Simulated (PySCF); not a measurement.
# C₄H₂F₆: geometry, NMR shifts, spin-spin couplings and electronic excitations

Aim: predict the NMR shifts, spin-spin couplings and electronic excitations of C₄H₂F₆ (`C=C(F)C(F)(F)C(F)(F)F`).

Programs: PySCF 2.14.0, with density-fitted response routines of our own. Each step states its level of theory. These are calculated values for one molecule in the gas phase, unless marked as measured. Atoms count from 0, in the outputs and in this text.

## 1. Starting geometry

12 atoms, charge 0, multiplicity 1; geometry from: GFN2-xTB.

Bonds of the start (Å): C0–C1 1.32, C1–F2 1.34, C1–C3 1.52, C3–F4 1.35, C3–F5 1.35, C3–C6 1.56, C6–F7 1.33, C6–F8 1.33, C6–F9 1.34, C0–H10 1.08, C0–H11 1.07.

## 2. Relaxing the molecule at PBE0-D3(BJ)/def2-SVP

The job: settings as JSON, then the geometry in Å.

```
{"job": {"xc": "PBE0", "basis": "def2-SVP", "d3": "d3bj", "grid": 1, "kind": "geom"}, "charge": 0, "multiplicity": 1}
C      1.935559    -0.359934    -0.535549
C      0.947910    -0.144715     0.309036
F      0.938386    -0.651308     1.550125
C     -0.296716     0.669741     0.018388
F     -0.391285     1.748800     0.828954
F     -0.262431     1.142951    -1.246488
C     -1.596456    -0.175206     0.175251
F     -1.830452    -0.485581     1.444465
F     -2.658081     0.471864    -0.292015
F     -1.481685    -1.316576    -0.511530
H      2.779286    -0.957991    -0.242040
H      1.917164     0.057268    -1.524623
```

**Question.** This job is followed by: GIAO PBE0/pcSseg-1 NMR shielding, non-relativistic, gas phase; B3LYP/pcJ-1 indirect spin-spin coupling, non-relativistic, gas phase; TDDFT PBE0/def2-SVPD, vertical, gas phase, core orbitals frozen in the response; GIAO KT3/pcSseg-1 NMR shielding, non-relativistic, gas phase. What will the session give for the following? point group; rotational constants (main isotopes); 13C shifts against TMS (PBE0/pcSseg-1); 1H shifts against TMS (PBE0/pcSseg-1); 19F shifts against CFCl3 (PBE0/pcSseg-1, means over atoms taken as alike); largest coupling of the table (B3LYP/pcJ-1); lowest singlet (PBE0/def2-SVPD); lowest triplet; vertical ionisation energy (ΔSCF); range of the shift of F7.

As calculated:

```
                                                                 quantity                           value
                                                              point group                              C1
                                     rotational constants (main isotopes)            1.87, 1.19, 1.10 GHz
                                   13C shifts against TMS (PBE0/pcSseg-1)  163.8, 124.0, 111.5, 105.1 ppm
                                    1H shifts against TMS (PBE0/pcSseg-1)                  5.59, 5.56 ppm
19F shifts against CFCl3 (PBE0/pcSseg-1, means over atoms taken as alike)       -95.2, -112.9, -140.1 ppm
                              largest coupling of the table (B3LYP/pcJ-1)        1J(C,F) C6–F7, -355.8 Hz
                                          lowest singlet (PBE0/def2-SVPD)     7.36 eV (168 nm), f = 0.364
                                                           lowest triplet                         4.25 eV
                                        vertical ionisation energy (ΔSCF)                        11.01 eV
                                                 range of the shift of F7             -112.7 to -95.2 ppm
```

What this shows: Over 9 steps the energy fell by 0.051 eV; of the close pairs, C0–H10 changed most, 1.075 to 1.091 Å. The most deshielded carbon is C1 (fully substituted alkene carbon), at 163.8 ppm: the olefinic region. At PBE0/pcSseg-1: The widest tensor belongs to C0: span 199 ppm, with a paramagnetic part of -178 ppm. Of the pairs tabulated at B3LYP/pcJ-1, C6–F7 (mean over like pairs) couples most strongly (-355.8 Hz; Fermi contact -327.4 Hz). Couplings across rotatable bonds belong to this one conformer; where others are populated, the observed values are averages. Density functionals describe couplings to fluorine poorly, F–F couplings above all, so those rows are rough. The lowest singlet, at 7.36 eV, is HOMO→LUMO 0.95 and is bright. The lowest triplet lies 3.11 eV below the lowest singlet (triplets in Tamm-Dancoff, singlets in full TDDFT). The orbital energy would give 8.65 eV for ionisation, ΔSCF gives 11.01 eV. In ppm, F7 (with its like atoms) moves most: its shift spreads over 17.5 ppm, from -112.7 (KT3/pcSseg-1) to -95.2 (PBE0/pcSseg-1).
